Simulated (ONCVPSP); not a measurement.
**Pseudopotential generation for copper: ONCV, PBEsol**

Do these settings give a usable potential? It is generated, then checked for transferability, scattering, ghosts and hardness.

Method: ONCVPSP 4.0.1.1 (patched build), PBEsol, scalar-relativistic.

### 1 The design

The settings as typed:

| Item | Value |
| --- | --- |
| element | copper (Cu, Z = 29) |
| type | optimised norm-conserving Vanderbilt (ONCV) |
| frozen core | [Ne] |
| valence charge | 19 |
| reference configuration | 3s2 3p6 3d10 4s1 |
| partial waves | 3s+4s: rc 1.10 bohr, ncon 4, nbas 8, qcut 7 1/bohr, 2 projectors; 3p: rc 0.68 bohr, ncon 3, nbas 7, qcut 9.5 1/bohr, 2 projectors, debl 3 Ha; 3d: rc 1.18 bohr, ncon 4, nbas 9, qcut 11.5 1/bohr, 2 projectors, debl 2.6 Ha |
| local potential | polynomial inside 0.42 bohr (lpopt 5, dvloc0 4 Ha) |
| core correction | polynomial model core, fcfact 0.55 |

### 2 Generation

Cu.dat reads:

```
# ATOM AND REFERENCE CONFIGURATION
# atsym  z   nc   nv     iexc    psfile
  Cu 29.00    3    4  -116133      upf
#
#   n    l    f
    1    0    2.00
    2    0    2.00
    2    1    6.00
    3    0    2.00
    3    1    6.00
    3    2   10.00
    4    0    1.00
#
# PSEUDOPOTENTIAL AND OPTIMIZATION
# lmax
    2
#
#   l,   rc,      ep,       ncon, nbas, qcut
    0    1.10    0.00    4    8    7.00
    1    0.68    0.00    3    7    9.50
    2    1.18    0.00    4    9   11.50
#
# LOCAL POTENTIAL
# lloc, lpopt,  rc(5),   dvloc0
    4    5    0.42    4.00
#
# VANDERBILT-KLEINMAN-BYLANDER PROJECTORs
# l, nproj, debl
    0    2    3.60
    1    2    3.00
    2    2    2.60
#
# MODEL CORE CHARGE
# icmod, fcfact, rcfact
    1    0.55    0.00
#
# LOG DERIVATIVE ANALYSIS
# epsh1, epsh2, depsh
   -6.00    5.00    0.04
#
# OUTPUT GRID
# rlmax, drl
    6.00    0.01
#
# TEST CONFIGURATIONS
# ncnf
    4
# nvcnf
#   n    l    f
    4
    3    0    2.00
    3    1    6.00
    3    2   10.00
    4    0    0.00
#
    4
    3    0    2.00
    3    1    6.00
    3    2    9.00
    4    0    0.00
#
    4
    3    0    2.00
    3    1    6.00
    3    2    8.00
    4    0    0.00
#
    4
    3    0    2.00
    3    1    5.00
    3    2   10.00
    4    0    1.00
#
```

Launch:

```console
$ oncvpsp.x < Cu.dat > Cu.out
```

Q: Predict the outcome of this session. Wanted: cutoffs for 1 and 0.1 mHa per electron, occupied waves; bound ghosts; GHOST(+) flags; largest test error; largest phase difference near zero energy, channels read; rms error of d²Exc/dn², without and with the model core.

The runs gave:

```
                                                quantity                                            value
  cutoffs for 1 and 0.1 mHa per electron, occupied waves                                107 Ha and 351 Ha
                                            bound ghosts                                       none found
                                          GHOST(+) flags                                      s at 134 eV
                            largest test error (AE − PS)  -48 meV, for 3s2 3p5 3d10 4s1 (1 test unsolved)
largest phase difference near zero energy, channels read                                        0.000 rad
 rms error of d²Exc/dn², without and with the model core                                3.11 and 1.49 mHa
```

In words: By total energies transferability is fair where solved: the largest error is 48 meV on 79.4 eV, for 3s2 3p5 3d10 4s1. That test lies far up in energy; among those under 40 eV, nearer to bonding, the largest error is 3.3 meV. Of the tests 1 gave no usable energy difference, which is a warning in itself. It counts as very hard, with 107 Ha needed at the looser tolerance. The tighter tolerance needs 351 Ha, and converged work needs a cutoff nearer that. At the looser tolerance the 3p wave is the slowest; 3d needs 60 Ha. No bound ghost shows below the valence levels. Near zero energy the phases of the channels with partial waves agree within 0.001 rad. The program also flags highly localised states, GHOST(+) (s).
